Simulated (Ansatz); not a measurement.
CH₈BNSi, SMILES CBN[SiH3]: an atomisation energy, run with Ansatz's Python interface.

The script reads `ch8bnsi.xyz`:
```text
12

C    -0.73800    1.81030    0.04120
B    -0.15020    0.52660    0.61850
N     0.96000   -0.15530   -0.13490
Si    0.53300   -1.80790   -0.52790
H    -1.58590    2.20900    0.68890
H    -1.21760    1.65990   -0.97230
H     0.02350    2.63780   -0.05890
H    -0.50130    0.11200    1.64080
H     1.79260   -0.22400    0.59220
H    -0.71440   -1.76020   -1.38330
H     0.10850   -2.54700    0.72880
H     1.56690   -2.51630   -1.19900
```

Script `ch8bnsi_tae.py`:
```python
"""Energy to split CH8BNSi into its atoms."""

from collections import Counter

import ansatz as az


def energy(molecule, charge=0, unpaired=0):
    calc = molecule.calculation().basis(gaussian="cc-pVDZ").functional("hf")
    if charge:
        calc = calc.charge(charge)
    if unpaired:
        calc = calc.spin("collinear", total=unpaired)
    return calc.run().report["free_energy_ev"]


def main() -> None:
    molecule = az.Crystal.molecule_from_extxyz("ch8bnsi.xyz")

    # Hund ground states
    unpaired = {"C": 2, "B": 1, "N": 3, "Si": 2, "H": 1}
    counts = Counter(site.symbol for site in molecule.cartesian_sites)
    atom_energy = {s: energy(az.Crystal.molecule().atom(s, (0, 0, 0)), 0, unpaired[s]) for s in counts}
    whole = energy(molecule, 0, 0)
    for s, e in atom_energy.items():
        print(f"{s:2s} x{counts[s]}  {e:14.5f} eV")
    print(f"CH8BNSi: {whole:.5f} eV")
    split = sum(counts[s] * e for s, e in atom_energy.items()) - whole
    print(f"atomisation energy (no zero-point term): {split:.3f} eV, {split / sum(counts.values()):.3f} eV an atom")


if __name__ == "__main__":
    main()
```

What does it cost to take this molecule apart into atoms?

31.383 eV from the electronic energies, without the zero-point term.

The output:

```console
$ python ch8bnsi_tae.py
C  x1     -1025.50311 eV
B  x1      -667.49425 eV
N  x1     -1480.05762 eV
Si x1     -7860.01100 eV
H  x8       -13.58606 eV
CH8BNSi: -11173.13752 eV
atomisation energy (no zero-point term): 31.383 eV, 2.615 eV an atom
```

Total energies depend on the basis set; only differences at equal settings carry meaning. The geometry is a force-field or estimated start, not a minimum of this method, and the basis set is short of its limit. All parts are taken at fixed geometry, without zero-point energy. Hartree-Fock leaves correlation out, so bond, atomisation and ionisation energies come out well too low. For Al to Cl the sets with a tight d function, cc-pV(X+d)Z, are usual. The whole script took 2.9 s on 1 thread of Arm Neoverse N1, on a shared host, peak memory 0.21 GiB.
